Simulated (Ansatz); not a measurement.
# WCl+ (quintet): wave-function methods side by side, def2-TZVPP

The task here is to estimate one member of a computed series from the others.

Computed with Ansatz 0.2.0, Gaussian basis. Level: def2-TZVPP, core rule «outside noble gas», up to 9 orbitals frozen.

To be run: UHF; ROHF; CCSD(T) on UHF.

### The geometry

The geometry is a PBE0/def2-TZVP stationary point (not a proven minimum) of the parent state, kept for this charge and spin. No spin-orbit coupling is included. Elements past krypton take def2 core potentials.

2 atoms, charge 1, spin multiplicity 5.

Atoms are counted from 1 here; the program's logs count them from 0.

Bond lengths: W1–Cl2 2.513 Å.

Set-up of the first run:

in.yaml reads:

```yaml
crystal:
  periodic: [false, false, false]
  atoms:
    - {symbol: W, position_ang: [0.000000, 0.000000, 0.000000]}
    - {symbol: Cl, position_ang: [0.000000, 0.000000, 2.513200]}
basis:
  gaussian: {orbitals: def2-TZVPP}
total_charge: 1
magnetization: {spin_polarized: true, initial_magnetization: 4}
hamiltonian: {xc: hf}
output: {orbitals: {seedname: orbitals}}
```

Run with:

```
$ ansatz run in.yaml --threads 1 --pin off --events-out ev --progress --plain --max-ram 4096MiB --backend cpu
```

Steps of the session up to this table: UHF; ROHF; CCSD(T) on UHF.

One of the session's tables, all rows but one given; the rest of the session is left out.

```
  method  from UCCSD(T) (kcal/mol)
    ROHF                   +194.32
     UHF                   +188.70
    UMP2                    +24.93
   UCCSD                         ?
UCCSD(T)                         0
```

**Question.** Estimate the row for UCCSD.

As computed: from UCCSD(T) (kcal/mol): +9.75. In the column «from UCCSD(T) (kcal/mol)» it lies between UCCSD(T) (0) and UMP2 (+24.93).
